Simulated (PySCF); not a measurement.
# [TbCl3(NH3)]+: other functionals and bases at one geometry

How far do other levels of theory move the description of [TbCl3(NH3)]+, and what does each cost? It is a constructed species; whether it can be made isn't addressed.

Program: PySCF 2.14.0. Level of theory: several levels, as the steps say, no spin–orbit coupling. These are calculated values, not measurements.

1 further run of the same task is left out (for a known fault of the program).

## Step 1: The system as given

8 atoms, charge 1, spin multiplicity 1.

Bond lengths: Tb1–Cl2 2.353 Å, Tb1–Cl3 2.353 Å, Tb1–Cl4 2.353 Å, Tb1–N5 2.357 Å, N5–H6 1.029 Å, N5–H7 1.029 Å, N5–H8 1.029 Å. Angles: Cl2–Tb1–Cl3 114.4°, Cl2–Tb1–Cl4 114.4°, Cl2–Tb1–N5 103.9°, Cl3–Tb1–Cl4 114.4°, Cl3–Tb1–N5 103.9°, Cl4–Tb1–N5 103.9°, Tb1–N5–H6 113.3°, Tb1–N5–H7 113.3°, Tb1–N5–H8 113.3°, H6–N5–H7 105.4°, H6–N5–H8 105.4°, H7–N5–H8 105.4°.

Geometry (Å):

```xyz
8
Cl3H3NTb
Tb   -0.04048    0.04048   -0.04048
Cl    1.21769    1.58012    1.21769
Cl   -1.58012   -1.21769    1.21769
Cl    1.21769   -1.21769   -1.58012
N    -1.40113    1.40113   -1.40113
H    -2.02167    2.02167   -0.86413
H    -0.86413    2.02167   -2.02167
H    -2.02167    0.86413   -2.02167
```

Formal oxidation states: Tb +4. Each metal's 7 4f electrons lie in its core potential, so multiplicities, spins and levels count the valence alone. An earlier session relaxed this geometry at PBE0, Tb lcecp-2-SVP with ECP53, Cl def2-SVP, N def2-SVP, H def2-SVP (singlet, point group C3v).

At PBE0 on the finer grid: E = -1479.537083 Eh, frontier levels not given, since the 4f levels lie in the core, Mulliken charge on Tb1 +1.09 e, largest force component 0.001 eV/Å. 

Levels to run: BLYP; BP86; PBE0, TZVP. Hardware: 2 threads of Arm Neoverse V2, shared host.

## Step 2: BLYP

The input, run.py (the lines that set the calculation):

```python
mol = gto.M(atom='''
Tb    -0.04048     0.04048    -0.04048
Cl     1.21769     1.58012     1.21769
Cl    -1.58012    -1.21769     1.21769
Cl     1.21769    -1.21769    -1.58012
N     -1.40113     1.40113    -1.40113
H     -2.02167     2.02167    -0.86413
H     -0.86413     2.02167    -2.02167
H     -2.02167     0.86413    -2.02167''',
    basis={'Tb': 'lcecp-2-SVP', 'Cl': 'def2-SVP', 'N': 'def2-SVP', 'H': 'def2-SVP'},
    ecp={'Tb': 'lcecp-2-SVP'},
    charge=1, spin=0)
mf = dft.RKS(mol, xc='BLYP')
mf.grids.atom_grid = (75, 302)  # f atoms: unpruned, at least (60, 302)
mf = mf.density_fit()  # fitting sets: Tb AutoAux, Cl def2-universal-JKFIT, N def2-universal-JKFIT, H def2-universal-JKFIT
mf.conv_tol = 1e-08; mf.max_cycle = 55
mf.kernel(dm0)  # dm0: the density of the relaxed state
```

On the command line:

```console
> OMP_NUM_THREADS=2 python run.py
```

## Step 3: BP86

run.py (the lines that set the calculation): that of step 2 with these lines changed.

```diff
@@ -12,3 +12,3 @@
     charge=1, spin=0)
-mf = dft.RKS(mol, xc='BLYP')
+mf = dft.RKS(mol, xc='B88,P86')
 mf.grids.atom_grid = (75, 302)  # f atoms: unpruned, at least (60, 302)
```

## Step 4: PBE0, TZVP

Basis: Tb lcecp-2-TZVP with ECP53, Cl def2-TZVP, N def2-TZVP, H def2-TZVP. 

run.py (the lines that set the calculation): that of step 3 with these lines changed.

```diff
@@ -9,6 +9,6 @@
 H     -2.02167     0.86413    -2.02167''',
-    basis={'Tb': 'lcecp-2-SVP', 'Cl': 'def2-SVP', 'N': 'def2-SVP', 'H': 'def2-SVP'},
-    ecp={'Tb': 'lcecp-2-SVP'},
+    basis={'Tb': 'lcecp-2-TZVP', 'Cl': 'def2-TZVP', 'N': 'def2-TZVP', 'H': 'def2-TZVP'},
+    ecp={'Tb': 'lcecp-2-TZVP'},
     charge=1, spin=0)
-mf = dft.RKS(mol, xc='B88,P86')
+mf = dft.RKS(mol, xc='PBE0')
 mf.grids.atom_grid = (75, 302)  # f atoms: unpruned, at least (60, 302)
@@ -16,2 +16,2 @@
 mf.conv_tol = 1e-08; mf.max_cycle = 55
-mf.kernel(dm0)  # dm0: the density of the relaxed state
+mf.kernel(dm0)  # dm0: free metal ions and neutral atoms
```

**Question.** What will these runs give? Wanted: for each run, charge on Tb1; dipole; largest force.

**Answer**, as computed:

| level | state | charge on Tb1 (e) | dipole (D) | largest force (eV/Å) | basis functions | time |
| --- | --- | --- | --- | --- | --- | --- |
| PBE0 (relaxed here) | singlet | 1.09 | 7.48 | 0.00 | 113 | 32 s |
| BLYP | singlet | 0.84 | 7.19 | 0.39 | 113 | 13 s |
| BP86 | singlet | 0.89 | 7.28 | 0.24 | 113 | 10 s |
| PBE0, TZVP | singlet | 1.50 | 7.39 | 0.26 | 207 | 30 s |

Times are on 2 threads of Arm Neoverse V2, shared host; the first row also made further properties. The dipole of a charged species depends on the origin, so these sizes hold for this origin alone.

The largest leftover force, 0.39 eV/Å with BLYP, stands at a geometry relaxed at another level. The Mulliken charge on Tb spans +0.84 to +1.50 e over the levels. With 4f in the core, its levels are missing from HOMO and gap. Total energies of different levels can't be compared. Spin–orbit coupling is left out throughout.
